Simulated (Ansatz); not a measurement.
The system is Ir4W.

```xyz
5
Lattice="1.3778 0.7955 11.3106 -1.3778 0.7955 11.3106 0.0000 -1.5910 11.3106" Properties=species:S:1:pos:R:3 pbc="T T T"
Ir    0.0000    0.0000   13.5614
Ir    0.0000    0.0000   27.1728
Ir    0.0000    0.0000    6.7589
Ir    0.0000    0.0000   20.3703
W     0.0000    0.0000    0.0000
```

The cell comes from a database or a generator and needn't be the stable form of this composition.

Base run:

```yaml
Program: Ansatz 0.2.0
Functional: PBEsol
Potentials_or_basis: JTH PAW
Cutoff: 1290 eV
Density_cutoff: 5160 eV
k_mesh: 11 × 11 × 11
Occupations: fermi-dirac, width 0.05 eV
Spin: no spin polarisation
```

Its results: band gap on the k mesh none (metal or under the smearing width); pressure -11.3 GPa; largest force 0.019 eV/Å.

**Question.** The run is repeated on the same cell with these changes: potentials or basis from JTH PAW to Ansatz PAW earlier set; cutoff from 1290 eV to 760 eV; density cutoff from 5160 eV to 3040 eV; valence electrons from 74 to 152. What comes out?

**Answer.** Band gap on the k mesh none (metal or under the smearing width); pressure -11.8 GPa; largest force 0.031 eV/Å.

Caveats: the PAW data sets come from PBE, with cores solved anew for the run's functional, which leaves a small shift of forces and pressure (some runs).

Not every run made on this cell is shown here.
